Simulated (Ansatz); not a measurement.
# GePHF (quartet): the correlation ladder, cc-pVDZ

Aim: climb from Hartree-Fock through coupled cluster for GePHF (quartet) at one geometry and basis, and see what each rung misses.

The runs use Ansatz 0.2.0, Gaussian basis; cc-pVDZ, core rule «outside noble gas», up to 20 orbitals frozen.

Plan: UHF; CCSD(T) on ROHF; CCSD(T) on UHF; BCCD(T) on ROHF; CISD as a restricted active space (open shells left free, so some higher excitations enter); CCSDT(Q) on ROHF; CCSDT(Q) on UHF.

5 further runs of the same task are left out: 5 set aside as unsound or not needed. Runs told in other sessions of the task aren't counted.

## 1. The geometry

The geometry is a PBE0/def2-TZVP stationary point (not a proven minimum). No spin-orbit coupling is included. The filled d shell of Ge may be among the frozen orbitals whatever the setting's name suggests.

4 atoms, charge 0, spin multiplicity 4.

Atoms are counted from 1 here; the program's logs count them from 0.

Bond lengths: F1–Ge2 1.761 Å, Ge2–P3 2.420 Å, P3–H4 1.429 Å. Angles: F1–Ge2–P3 106.8°, Ge2–P3–H4 98.0°.

## 2. UHF

in.yaml reads:

```yaml
crystal:
  periodic: [false, false, false]
  atoms:
    - {symbol: F, position_ang: [0.022711, 1.080147, 1.412008]}
    - {symbol: Ge, position_ang: [0.011442, -0.399531, 0.456732]}
    - {symbol: P, position_ang: [-0.083579, 0.267677, -1.867263]}
    - {symbol: H, position_ang: [1.315683, 0.208221, -2.149646]}
basis:
  gaussian: {orbitals: cc-pVDZ}
magnetization: {spin_polarized: true, initial_magnetization: 3}
hamiltonian: {xc: hf}
output: {orbitals: {seedname: orbitals}}
```

Started as:

```
$ ansatz run in.yaml --threads 1 --pin off --events-out ev --progress --plain --max-ram 2560MiB --backend cpu
```

Further steps of the session: CCSD(T) on ROHF; CCSD(T) on UHF; BCCD(T) on ROHF; CISD as a restricted active space (open shells left free, so some higher excitations enter); CCSDT(Q) on ROHF; CCSDT(Q) on UHF.

Before running them: what should the planned runs give, taken together? Wanted: UCCSDT(Q) from the RHF energy; RMP2 from UCCSDT(Q); UMP2 from UCCSDT(Q); RCCSD from UCCSDT(Q); RCCSD(T) from UCCSDT(Q); UCCSD(T) from UCCSDT(Q); RCCSDT(Q) from UCCSDT(Q); T1 diagnostic.

As calculated:

| quantity | value |
| --- | --- |
| UCCSDT(Q) from the ROHF energy | -10.7371 eV |
| RMP2 from UCCSDT(Q) | +1167.1 meV |
| UMP2 from UCCSDT(Q) | +1197.5 meV |
| RCCSD from UCCSDT(Q) | +334.9 meV |
| RCCSD(T) from UCCSDT(Q) | +70.8 meV |
| UCCSD(T) from UCCSDT(Q) | +64.2 meV |
| RCCSDT(Q) from UCCSDT(Q) | +11.1 meV |
| levels within 1 kcal/mol (43 meV) | RCCSDT, UCCSDT, RCCSDT(Q) |
| T1 diagnostic | 0.029 |

In words: RCCSD(T) lands +70.8 meV from the yardstick (0.7 % of the correlation energy). These misses are within one basis, not against nature; the frozen cores of restricted and unrestricted runs differ, which can shift their rows.
